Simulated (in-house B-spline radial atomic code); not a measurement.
**Xe¹⁰⁺: excited configurations**

Wanted: excitation energies of Xe¹⁰⁺ as differences of total energies (ΔSCF).

Program: in-house B-spline radial atomic code version 1. Level of theory: scalar-relativistic (spin-free one-electron X2C) Hartree-Fock, spin-polarised, average of configuration, Fermi nucleus, basis-set limit. These are calculated values, not measurements, unless marked.

**1. The atom as given**

| Property | Result |
| --- | --- |
| element | xenon (Z = 54) |
| charge | +10 |
| electrons | 44 |
| configuration | [Kr] 4d8 |
| Hamiltonian | scalar-relativistic (X2C) |
| nucleus | Fermi, rms radius 4.786 fm |

Outer shells as boxes (Hund's rule):

[Kr] 4d8
```
[Kr] core
4d [↑↓][↑↓][↑↓][↑ ][↑ ]
```

Where spins are not typed, each open shell is filled with up spins first.

Input settings:

```ini
Z = 54
electrons = 44.0
configuration = [Kr] 4d8
hamiltonian = x2c
method = hf
spin_polarised = True
nucleus = fermi
rms_radius = 4.7859
mass_number = 132
atomic_mass = 131.90415508346
speed_of_light = 137.035999084
```

From the earlier run of the reference: total energy -7414.246890 hartree. Levels, eight at most:

```csv
orbital,occupation,energy (eV),<r> (bohr)
3d up,5,-872.43,0.2793
3d down,5,-870.46,0.2798
4s up,1,-393.43,0.7062
4s down,1,-387.00,0.7060
4p up,3,-330.03,0.7447
4p down,3,-322.25,0.7457
4d up,5,-233.19,0.8179
4d down,3,-229.42,0.8208
```

**2. Run with [Kr] 4d7 5d1**

Input settings:

```ini
Z = 54
electrons = 44.0
configuration = [Kr] 4d7 5d1
hamiltonian = x2c
method = hf
spin_polarised = True
nucleus = fermi
rms_radius = 4.7859
mass_number = 132
atomic_mass = 131.90415508346
speed_of_light = 137.035999084
```

**3. Configuration [Kr] 4d7 5f1**

Settings: those of step 2 with these lines changed.

```diff
@@ -2,3 +2,3 @@
 electrons = 44.0
-configuration = [Kr] 4d7 5d1
+configuration = [Kr] 4d7 5f1
 hamiltonian = x2c
```

**4. Configuration [Ar] 3d10 4s2 4p5 4d8 5f1**

Settings: those of step 3 with these lines changed.

```diff
@@ -2,3 +2,3 @@
 electrons = 44.0
-configuration = [Kr] 4d7 5f1
+configuration = [Ar] 3d10 4s2 4p5 4d8 5f1
 hamiltonian = x2c
```

**5. Run with [Ar] 3d9 4s2 4p6 4d8 5s1**

Settings: those of step 4 with these lines changed.

```diff
@@ -2,3 +2,3 @@
 electrons = 44.0
-configuration = [Ar] 3d10 4s2 4p5 4d8 5f1
+configuration = [Ar] 3d9 4s2 4p6 4d8 5s1
 hamiltonian = x2c
```

**6. [Kr] 4d7 4f1**

Settings: those of step 5 with these lines changed.

```diff
@@ -2,3 +2,3 @@
 electrons = 44.0
-configuration = [Ar] 3d9 4s2 4p6 4d8 5s1
+configuration = [Kr] 4d7 4f1
 hamiltonian = x2c
```

Q: How far above the reference does each configuration lie (order and size, in eV)?

As calculated:

| net move | configuration | 2|M_S|+1 | energy above the reference (eV) | largest <r> (bohr) |
| --- | --- | --- | --- | --- |
| 4d → 4f | [Kr] 4d7 4f1 | 5 | 87.249 | 0.975 |
| 4d → 5d | [Kr] 4d7 5d1 | 5 | 116.82 | 1.82 |
| 4d → 5f | [Kr] 4d7 5f1 | 5 | 146.56 | 2.21 |
| 4p → 5f | [Ar] 3d10 4s2 4p5 4d8 5f1 | 5 | 238.83 | 2.21 |
| 3d → 5s | [Ar] 3d9 4s2 4p6 4d8 5s1 | 5 | 698.54 | 1.45 |

Quantum defects of the promoted electron, δ = n − ζ/√(−2ε) with ζ = 11 and ε its orbital energy in hartree:

| promotion | δ |
| --- | --- |
| 4d → 5d | 1.152 |
| 4d → 5f | 0.504 |
| 4p → 5f | 0.510 |
| 3d → 5s | 1.792 |

**Reading.** The energies run from 87.249 eV (4d → 4f) to 698.54 eV (3d → 5s). 2 of them lie more than 2 % above the ionisation threshold that Koopmans' theorem gives (229.42 eV), where such states can decay by emitting an electron. Of those tabulated, the defect is largest for 5s (1.79) and least for 5f (0.50): low angular momentum penetrates the core, high angular momentum stays outside it. Two partly filled shells share a symmetry and can mix in the average, which may lower the energy, for: 3d → 5s. The reference has 2|M_S|+1 = 3; 5 of the configurations differ from it in spin. These are spherical averages at the typed spins, without correlation, not spectroscopic levels.
